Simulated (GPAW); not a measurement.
# C2H6Sn, run twice

Wanted: the charge distribution of C2H6Sn, LDA (PW92)/plane waves (scalar-relativistic datasets, plane-wave cutoff 450 eV).

The calculation is run with GPAW 26.7.0.

**1. The structure to begin with**

C2H6Sn: 9 atoms, total charge 0, spin state singlet. The shape comes from GFN2-xTB, which is rough for such elements, and wasn't checked as a minimum.

Bond lengths: C1–C2 1.334 Å, C1–H4 1.078 Å, C1–H5 1.078 Å, C2–H6 1.075 Å, C2–H7 1.075 Å, Sn3–H8 1.791 Å, Sn3–H9 1.789 Å. Angles: C1–C2–H6 121.7°, C1–C2–H7 121.7°, C2–C1–H4 121.5°, C2–C1–H5 121.5°, H6–C2–H7 116.5°, H4–C1–H5 116.2°, H8–Sn3–H9 88.3°.

**2. The input as first written**

The input, molecule.xyz:

```xyz
9

C     -0.599830     0.533270    -0.930800
C      0.640980     0.618430    -0.448890
Sn    -0.854380    -1.263370     1.120680
H     -0.842280    -0.123310    -1.751290
H     -1.368800     1.227780    -0.634240
H      1.435180    -0.004170    -0.819140
H      0.908920     1.345560     0.296610
H      0.709440    -2.084970     0.825520
H     -0.029230    -0.249220     2.341560
```

The input, molecule_sp.py:

```python
import numpy as np
from ase.io import read
from ase.units import Debye
from gpaw import GPAW, PW

molecule = read('molecule.xyz')
molecule.center(vacuum=4.5)

calc = GPAW(mode=PW(450),
            xc='LDA',
            occupations={'name': 'fermi-dirac', 'width': 2.0},
            maxiter=93,
            txt='-')
molecule.calc = calc

energy = molecule.get_potential_energy()
print(f'Energy = {energy:.5f} eV')
forces = molecule.get_forces()
print('Forces (eV/Ang)')
for symbol, f in zip(molecule.symbols, forces):
    print(f'{symbol:2} {f[0]:9.4f} {f[1]:9.4f} {f[2]:9.4f}')
dipole = molecule.get_dipole_moment() / Debye
print(f'Dipole                  {np.linalg.norm(dipole):.3f} D')
homo, lumo = calc.get_homo_lumo()
print(f'HOMO                    {homo:.3f} eV')
print(f'LUMO = {lumo:.3f} eV')
print(f'Gap = {lumo - homo:.3f} eV')
```

Command:

```console
python molecule_sp.py > molecule_sp.log
```

The program printed:

```text
[...]
  mode=PW(ecut=450.00000000000006),
[...]
Number of symmetries: 1
[...]
  Number of IBZ points: 1
[...]
Cutoff: 450.00000000000006 eV
Spin-components: 1 (collinear spins)
Bands:           21
[...]
  Valence electrons: 28.0
[...]
  Grid points: [60 63 70]
  Charge: 0.0  # |e|
[...]
    cutoffs:
[...]
occupation numbers:
  Fermi-Dirac:
[...]
xc functional:
  name: None
[...]
|iter     |     time |      energy | eigst |  dens |
[...]
|iter:   1| 00:00:06 |  -47.105849 | +0.55 |       |
[...]
|iter:  37| 00:01:12 |  -41.638120c| -7.41c| -4.84c|
Converged in 37 steps
[...]
Energy contributions relative to reference atoms: (reference = -169975.965636)
Energy contributions:
  Kinetic:          44.837344
  Coulomb:         -43.575998
  Zero:              0.025931
  External:          0.000000
  Xc:              -33.268291
  Entropy:         -19.314212
  Spinorbit:         0.000000
  ----------------------------
  Free energy:     -51.295226
  Extrapolated:    -41.638120
dipole moment: (-0.215585, -0.147289, 0.115327)  # |e|*Ang
Fermi level: -5.583
Eigenvalues  # (at kpt = [0.000, 0.000, 0.000])
| band index |      eig [eV] | occ [0-2] |
|------------|---------------|-----------|
|          0 |       -26.609 |     2.000 |
|        ... |               |           |
|          6 |       -15.838 |     1.988 |
|          7 |       -13.261 |     1.958 |
|          8 |       -13.147 |     1.955 |
|          9 |       -12.009 |     1.923 |
|         10 |       -10.072 |     1.808 |
|         11 |        -9.023 |     1.696 |
|         12 |        -8.267 |     1.586 |
|         13 |        -6.912 |     1.321 |
|         14 |        -3.479 |     0.518 |
|         15 |        -2.688 |     0.381 |
[...]
Gap: 3.433 eV
Transition (v -> c):
[...]
Forces (eV/Ang)
C    -1.6664   -0.1369   -0.6709
C     1.6755    0.2104    0.5323
Sn   -0.9219   -0.3978    0.0002
H    -0.3396   -0.6480   -0.8664
H    -0.8743    0.7175    0.2574
H     0.9699   -0.6437   -0.3632
H     0.4049    0.7999    0.8296
H     0.5151   -0.3240   -0.1674
H     0.2373    0.4219    0.4485
Dipole                  1.371 D
HOMO                    -6.912 eV
LUMO = -3.479 eV
Gap = 3.433 eV
```

It took 76 s on 1 thread of AMD EPYC 7R43 (Zen 3), shared host; peak memory 0.53 GiB.

**3. Diagnosis**

The program ended normally, but the settings are unsound, so its numbers aren't properties of the molecule.

The fault: the smearing is far too wide. The sound input differs in these keys, not all of which need be the cause: smear at its default in place of fermi-dirac; width at its default in place of 2.

**4. Second attempt**

The input, C2H6Sn.xyz:

```xyz
9

C     -0.599830     0.533270    -0.930800
C      0.640980     0.618430    -0.448890
Sn    -0.854380    -1.263370     1.120680
H     -0.842280    -0.123310    -1.751290
H     -1.368800     1.227780    -0.634240
H      1.435180    -0.004170    -0.819140
H      0.908920     1.345560     0.296610
H      0.709440    -2.084970     0.825520
H     -0.029230    -0.249220     2.341560
```

The input, C2H6Sn.py:

```python
import numpy as np
from ase.io import read
from ase.units import Debye
from gpaw import GPAW, PW

# Structure
system = read('C2H6Sn.xyz')
system.center(vacuum=4.5)

# Calculator
gpaw_calc = GPAW(mode=PW(450), xc='LDA', maxiter=100, txt='-')
system.calc = gpaw_calc

energy = system.get_potential_energy()
print(f'Energy: {energy:.5f} eV')
forces = system.get_forces()
print('Forces (eV/Ang)')
for symbol, f in zip(system.symbols, forces):
    print(f'{symbol:2} {f[0]:9.4f} {f[1]:9.4f} {f[2]:9.4f}')
dipole = system.get_dipole_moment() / Debye
print(f'Dipole = {np.linalg.norm(dipole):.3f} D')
homo, lumo = gpaw_calc.get_homo_lumo()
print(f'HOMO                    {homo:.3f} eV')
print(f'LUMO                    {lumo:.3f} eV')
print(f'Gap: {lumo - homo:.3f} eV')
```

Command:

```console
python3 -u C2H6Sn.py | tee C2H6Sn.out
```

The program printed:

```text
[...]
  mode=PW(ecut=450.00000000000006),
[...]
Number of symmetries: 1
[...]
  Number of IBZ points: 1
[...]
Cutoff: 450.00000000000006 eV
Spin-components: 1 (collinear spins)
Bands:           21
[...]
  Valence electrons: 28.0
[...]
  Grid points: [60 63 70]
  Charge: 0.0  # |e|
[...]
    cutoffs:
[...]
occupation numbers:
  # Zero width
[...]
xc functional:
  name: None
[...]
|iter     |     time |      energy | eigst |  dens |
[...]
|iter:   1| 00:00:06 |  -47.694066 | +0.54 |       |
[...]
|iter:  11| 00:00:31 |  -42.961730c| -7.78c| -4.75c|
Converged in 11 steps
[...]
Energy contributions relative to reference atoms: (reference = -169975.965636)
Energy contributions:
  Kinetic:          42.881587
  Coulomb:         -47.974283
  Zero:              0.045990
  External:          0.000000
  Xc:              -37.915023
  Entropy:           0.000000
  Spinorbit:         0.000000
  ----------------------------
  Free energy:     -42.961730
  Extrapolated:    -42.961730
dipole moment: (-0.039599, 0.253709, -0.325854)  # |e|*Ang
Fermi level: -3.756
Eigenvalues  # (at kpt = [0.000, 0.000, 0.000])
| band index |      eig [eV] | occ [0-2] |
|------------|---------------|-----------|
|          0 |       -24.839 |     2.000 |
|        ... |               |           |
|          6 |       -14.721 |     2.000 |
|          7 |       -12.081 |     2.000 |
|          8 |       -11.379 |     2.000 |
|          9 |       -10.833 |     2.000 |
|         10 |        -8.936 |     2.000 |
|         11 |        -7.783 |     2.000 |
|         12 |        -6.366 |     2.000 |
|         13 |        -5.236 |     2.000 |
|         14 |        -2.277 |     0.000 |
|         15 |        -1.538 |     0.000 |
[...]
Gap: 2.959 eV
Transition (v -> c):
[...]
Forces (eV/Ang)
C    -0.2279   -0.3450    0.2677
C     0.0719   -0.1470    0.2355
Sn    0.5164    0.4750   -0.3483
H    -0.1392   -0.4317   -0.4031
H    -0.4588    0.3586    0.2459
H     0.4890   -0.4494   -0.2239
H     0.1364    0.4406    0.5107
H    -0.2182    0.0909   -0.1104
H    -0.1697    0.0083   -0.1750
Dipole = 1.993 D
HOMO                    -5.236 eV
LUMO                    -2.277 eV
Gap: 2.959 eV
```

Run time: 36 s. Hardware: 1 thread of AMD EPYC 7R43 (Zen 3), shared host; peak memory 0.51 GiB.

**5. What came out**

Level: LDA (PW92)/plane waves (scalar-relativistic datasets, plane-wave cutoff 450 eV).

| quantity | value |
| --- | --- |
| energy as printed (from the program's reference atoms) | -42.9617 eV |
| dipole moment | 1.99 D |
| HOMO energy (from the vacuum level) | -5.54 eV |
| LUMO energy (from the vacuum level) | -2.58 eV |
| HOMO–LUMO gap | 2.96 eV |
| largest force on an atom | 0.783 eV/Å |

What this shows: The first attempt's energy was +1.324 eV off this one. The largest force is 0.78 eV/Å: the shape isn't a stationary point for this species at this level.
